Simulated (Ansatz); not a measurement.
# SnPHO3: the cost of one run

Program: Ansatz 0.2.0. Level of theory: DFT PBE, plane waves, PAW, scalar-relativistic, no spin polarisation. These are calculated values, not measurements.

## 1. The structure to begin with

The cell holds 12 atoms (H2O6P2Sn2): a = 6.230 Å, b = 7.198 Å, c = 4.736 Å, α = 75.19°, β = 99.77°, γ = 67.85°.

Coordinates:

```
CELL_PARAMETERS angstrom
4.72345 0.00000 4.06273
3.57892 -6.24506 0.00000
2.43438 0.00000 -4.06273
ATOMIC_POSITIONS crystal
Sn 0.75608 0.27076 0.82781
Sn 0.02684 0.72924 0.59857
P 0.36444 0.27832 0.25664
P 0.64276 0.72168 0.03496
O 0.59570 0.15860 0.17850
O 0.75430 0.84140 0.83710
O 0.14530 0.43680 0.97220
O 0.58210 0.56320 0.90900
O 0.40870 0.38640 0.48780
O 0.79510 0.61360 0.37420
H 0.26607 0.14269 0.37948
H 0.40876 0.85730 0.02217
```

## 2. The run

input.yaml

```yaml
crystal:
  lattice:
    - [4.72345, 0.0, 4.062729]
    - [3.578917, -6.24506, 0.0]
    - [2.434384, 0.0, -4.062729]
  atoms:
    - { symbol: Sn, position: [0.75608, 0.27076, 0.82781] }
    - { symbol: Sn, position: [0.02684, 0.72924, 0.59857] }
    - { symbol: P, position: [0.36444, 0.27832, 0.25664] }
    - { symbol: P, position: [0.64276, 0.72168, 0.03496] }
    - { symbol: O, position: [0.5957, 0.1586, 0.1785] }
    - { symbol: O, position: [0.7543, 0.8414, 0.8371] }
    - { symbol: O, position: [0.1453, 0.4368, 0.9722] }
    - { symbol: O, position: [0.5821, 0.5632, 0.909] }
    - { symbol: O, position: [0.4087, 0.3864, 0.4878] }
    - { symbol: O, position: [0.7951, 0.6136, 0.3742] }
    - { symbol: H, position: [0.266069, 0.142695, 0.379475] }
    - { symbol: H, position: [0.408764, 0.857305, 0.02217] }
kpoints:
  mp_grid: { grid: [3, 3, 3] }
magnetization:
  spin_polarized: false
scf:
  occupations: { method: gaussian, width: 0.1 }
hamiltonian:
  pseudopotentials: { kind: paw }
  xc: pbe
basis:
  ecutwfc: 420
md:
  timestep: 0.4
  n_steps: 60
  ensemble: nvt_nose_hoover
  temperature: 300.0
  initial_velocities: maxwell_boltzmann
  seed: 6703
```

Command:

```bash
$ ansatz run input.yaml --threads 2 --pin off --max-ram 2560MiB --backend cpu --events-out ev --progress --plain --runs-dir out
```

What time and memory should one allow on 2 threads of an x86-64 CPU, shared host?

About 2.7 min, with a peak of 0.6 GiB.
